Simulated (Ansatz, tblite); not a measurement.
**C₁₆H₁₉BN₂O₂: spin-state energies by level**

Is the singlet the ground state of C₁₆H₁₉BN₂O₂? Other spin states are computed and compared level by level.

Method: as each input shows; program: Ansatz 0.2.0, Gaussian basis.

The runs, in order: triplet, at the geometry of the singlet (GFN1-xTB, GFN2-xTB, PBE0-D4/def2-TZVP, PBE-D4/def2-TZVP); the singlet's energies come from earlier runs.

## 1. The structure

The singlet was relaxed beforehand with PBE-D4/def2-SVP.

SMILES `OB(O)CCCCc1ccc(/N=N/c2ccccc2)cc1`, 40 atoms, charge 0, spin multiplicity 1.

Bond lengths: O1–B2 1.378 Å, O1–H22 0.974 Å, B2–O3 1.378 Å, B2–C4 1.582 Å, O3–H23 0.974 Å, C4–C5 1.541 Å, C4–H24 1.110 Å, C4–H25 1.114 Å, C5–C6 1.534 Å, C5–H26 1.114 Å, C5–H27 1.111 Å, C6–C7 1.542 Å, C6–H28 1.113 Å, C6–H29 1.112 Å, C7–C8 1.508 Å, C7–H30 1.112 Å, C7–H31 1.110 Å, C8–C9 1.416 Å and more. Angles: B2–O1–H22 114.5°, O1–B2–O3 123.7°, O1–B2–C4 117.7°, O3–B2–C4 118.6°, B2–O3–H23 114.3°, B2–C4–C5 112.6°, B2–C4–H24 109.3°, B2–C4–H25 108.4°, C5–C4–H24 111.0°, C5–C4–H25 108.8°, H24–C4–H25 106.7°, C4–C5–C6 115.0°, C4–C5–H26 109.5°, C4–C5–H27 108.9°, C6–C5–H26 108.6°, C6–C5–H27 108.7°, H26–C5–H27 105.7°, C5–C6–C7 114.3° and more.

## 2. Triplet at the fixed geometry, GFN1-xTB

Tight binding, by tblite at 300 K electronic temperature and without a spin-polarisation term:

```python
tblite.interface.Calculator('GFN1-xTB', numbers, positions, charge=0, uhf=2).singlepoint()
```

Energy -1666.2754 eV; 0.13 s.

## 3. Triplet at the fixed geometry, GFN2-xTB

Tight binding, by tblite at 300 K electronic temperature and without a spin-polarisation term:

```python
tblite.interface.Calculator('GFN2-xTB', numbers, positions, charge=0, uhf=2).singlepoint()
```

Energy -1608.8493 eV; 0.063 s.

## 4. Triplet at the fixed geometry, PBE0-D4/def2-TZVP

File in.yaml:

```yaml
crystal:
  periodic: [false, false, false]
  atoms:
    - {symbol: O, position_ang: [-7.646118, -1.023598, 0.385617]}
    - {symbol: B, position_ang: [-6.990137, -0.286502, -0.576578]}
    - {symbol: O, position_ang: [-7.629030, 0.548724, -1.467446]}
    - {symbol: C, position_ang: [-5.412725, -0.392742, -0.636931]}
    - {symbol: C, position_ang: [-4.737120, 0.077413, 0.665769]}
    - {symbol: C, position_ang: [-3.209960, -0.065245, 0.693050]}
    - {symbol: C, position_ang: [-2.471906, 0.819591, -0.331572]}
    - {symbol: C, position_ang: [-0.972558, 0.731842, -0.199372]}
    - {symbol: C, position_ang: [-0.235121, -0.246007, -0.909505]}
    - {symbol: C, position_ang: [1.144879, -0.369558, -0.754127]}
    - {symbol: C, position_ang: [1.832368, 0.493774, 0.131733]}
    - {symbol: N, position_ang: [3.222402, 0.460673, 0.365356]}
    - {symbol: N, position_ang: [3.859879, -0.419646, -0.288144]}
    - {symbol: C, position_ang: [5.251986, -0.448991, -0.043023]}
    - {symbol: C, position_ang: [5.921751, 0.413779, 0.856762]}
    - {symbol: C, position_ang: [7.302902, 0.298585, 1.026863]}
    - {symbol: C, position_ang: [8.031208, -0.670464, 0.308305]}
    - {symbol: C, position_ang: [7.369149, -1.528005, -0.585133]}
    - {symbol: C, position_ang: [5.983695, -1.418730, -0.760293]}
    - {symbol: C, position_ang: [1.108282, 1.471117, 0.846318]}
    - {symbol: C, position_ang: [-0.275223, 1.584521, 0.681591]}
    - {symbol: H, position_ang: [-8.612907, -0.909006, 0.392908]}
    - {symbol: H, position_ang: [-8.597652, 0.577829, -1.366667]}
    - {symbol: H, position_ang: [-5.039719, 0.184150, -1.508658]}
    - {symbol: H, position_ang: [-5.139372, -1.457566, -0.818093]}
    - {symbol: H, position_ang: [-4.998010, 1.143635, 0.855608]}
    - {symbol: H, position_ang: [-5.163768, -0.491928, 1.518790]}
    - {symbol: H, position_ang: [-2.927886, -1.128284, 0.522481]}
    - {symbol: H, position_ang: [-2.834734, 0.187264, 1.708680]}
    - {symbol: H, position_ang: [-2.797117, 1.873348, -0.191716]}
    - {symbol: H, position_ang: [-2.771312, 0.528643, -1.360082]}
    - {symbol: H, position_ang: [-0.768398, -0.916143, -1.603522]}
    - {symbol: H, position_ang: [1.732129, -1.119124, -1.303256]}
    - {symbol: H, position_ang: [5.320449, 1.156734, 1.399582]}
    - {symbol: H, position_ang: [7.827213, 0.968428, 1.726208]}
    - {symbol: H, position_ang: [9.119649, -0.755219, 0.448956]}
    - {symbol: H, position_ang: [7.937109, -2.285228, -1.146628]}
    - {symbol: H, position_ang: [5.429429, -2.072668, -1.449681]}
    - {symbol: H, position_ang: [1.668442, 2.131884, 1.524386]}
    - {symbol: H, position_ang: [-0.832128, 2.352737, 1.241452]}
basis:
  gaussian: {orbitals: def2-TZVP, fitting: {mean_field: def2-universal-jkfit}}
magnetization: {spin_polarized: true, initial_magnetization: 2}
hamiltonian: {xc: pbe0, dispersion: d4}
scf: {omitted_lower_state_checks: [starts]}
output: {orbitals: {seedname: orbitals}}
```

On the command line:

```console
> ansatz run in.yaml --threads 2 --pin off --events-out ev --progress --plain --max-ram 22528MiB --backend cuda --devices 0, --max-vram 18GiB
```

The log of the run:

```text
Functional definition: PBE0
  name "PBE0"
  cite "Adamo & Barone, J. Chem. Phys. 110, 6158 (1999) doi:10.1063/1.478522"
  cite "Perdew, Burke & Ernzerhof, Phys. Rev. Lett. 77, 3865 (1996) doi:10.1103/PhysRevLett.77.3865"
  parent pbe
  parameter a = 0.25
  parameter kappa = 0.804
  parameter beta = 0.06672455060314922
  exchange = (1 - a)*pbe_x(kappa = kappa, mu = beta*pi^2/3) + a*exact_x
  correlation = pbe_c(beta = beta)
these checks for a lower state are left out or cut short: starts
1925 factors; integrals over basis functions are off by at most 8.8e-1 eV
mean field evaluation 1: about -24600.8249 eV, gradient 8.4e1 eV
mean field evaluation 2: about -24558.1776 eV, gradient 1.2e2 eV
mean field evaluation 4: about -24632.0057 eV, gradient 8.2e0 eV
mean field evaluation 8: about -24632.3601 eV, gradient 5.1e-1 eV
mean field evaluation 16: about -24632.3520 eV, gradient 5.1e-3 eV
mean field evaluation 32: about -24632.3520 eV, gradient 2.7e-5 eV
mean field -24632.35196305 eV, -905.2222382343 hartree, gradient 6.9e-6 eV, S^2 2.028499; 0 other end points of the search recorded, 0 dependent functions left out
reference -24632.35203192 eV, -905.2222407651 hartree; 76, 74 occupied and 689, 691 virtual orbitals, 1925 factors
Total energy: -24633.40141082 eV, -905.2608047285 hartree
Checks for a lower state left out: starts
```

Run time: 11 s. Hardware: 1 × H100 (card shared with other runs) with 2 threads of AMD EPYC 7R13, shared host; peak host memory 1.4 GiB.

From the report: HOMO -4.83 eV, LUMO -4.11 eV (over both spins); ⟨S²⟩ 2.028 (pure: 2.00).

## 5. Triplet at the fixed geometry, PBE-D4/def2-TZVP

start.molden holds the orbitals of an earlier run on this state, given as this run's starting guess.

in.yaml, as its differences from that of step 4:

```diff
@@ -44,5 +44,5 @@
 basis:
-  gaussian: {orbitals: def2-TZVP, fitting: {mean_field: def2-universal-jkfit}}
+  gaussian: {orbitals: def2-TZVP, fitting: {mean_field: def2-universal-jkfit}, initial_orbitals: start.molden}
 magnetization: {spin_polarized: true, initial_magnetization: 2}
-hamiltonian: {xc: pbe0, dispersion: d4}
+hamiltonian: {xc: pbe, dispersion: d4}
 scf: {omitted_lower_state_checks: [starts]}
```

Same command.

The log of the run:

```text
Functional definition: PBE
  name "PBE"
  cite "Perdew, Burke & Ernzerhof, Phys. Rev. Lett. 77, 3865 (1996) doi:10.1103/PhysRevLett.77.3865"
  parent pbe
  parameter kappa = 0.804
  parameter beta = 0.06672455060314922
  exchange = pbe_x(kappa = kappa, mu = beta*pi^2/3)
  correlation = pbe_c(beta = beta)
these checks for a lower state are left out or cut short: starts
1925 factors; integrals over basis functions are off by at most 8.8e-1 eV
mean field evaluation 1: about -24630.2238 eV, gradient 1.3e1 eV
mean field evaluation 2: about -24630.6457 eV, gradient 5.1e-1 eV
mean field evaluation 4: about -24630.6385 eV, gradient 1.8e-2 eV
mean field evaluation 8: about -24630.6386 eV, gradient 1.9e-5 eV
mean field evaluation 16: about -24630.6386 eV, gradient 1.8e-6 eV
mean field -24630.63858913 eV, -905.1592729040 hartree, gradient 1.9e-6 eV, S^2 2.008373; 0 other end points of the search recorded, 0 dependent functions left out
reference -24630.63868361 eV, -905.1592763762 hartree; 76, 74 occupied and 689, 691 virtual orbitals, 1925 factors
Total energy: -24631.86684010 eV, -905.2044102947 hartree
Checks for a lower state left out: starts
```

It took 13 s on 1 × H100 (card shared with other runs) with 2 threads of AMD EPYC 7R13, shared host; peak host memory 1.4 GiB.

From the report: HOMO -3.76 eV, LUMO -5.29 eV (over both spins; with the spin held, an empty level of the minority spin lies below the top filled one); ⟨S²⟩ 2.008 (pure: 2.00).

## 6. Triplet less singlet, vertical

The singlet's energies are those of its earlier runs, whose logs aren't repeated here.

| level | triplet less singlet, vertical (kJ/mol) | time |
| --- | --- | --- |
| GFN1-xTB | +168.5 | 0.19 s |
| GFN2-xTB | +118.6 | 0.13 s |
| PBE-D4/def2-TZVP | +170.9 | 19 s |
| PBE0-D4/def2-TZVP | +178.1 | 20 s |

Times add the two runs; a level without a time comes out of a correlated run. Tight binding without a spin term can't rank spin states.

## 7. Results

```
                                                quantity                                       value
triplet less singlet, vertical, functionals in def2-TZVP  +170.9 (PBE-D4) to +178.1 kJ/mol (PBE0-D4)
```

All functionals put the triplet above the singlet, over a spread of 7.2 kJ/mol. The checks for a lower triplet were left out, so another state of that spin may lie lower. These are electronic energies, without zero-point motion, entropy or surroundings.
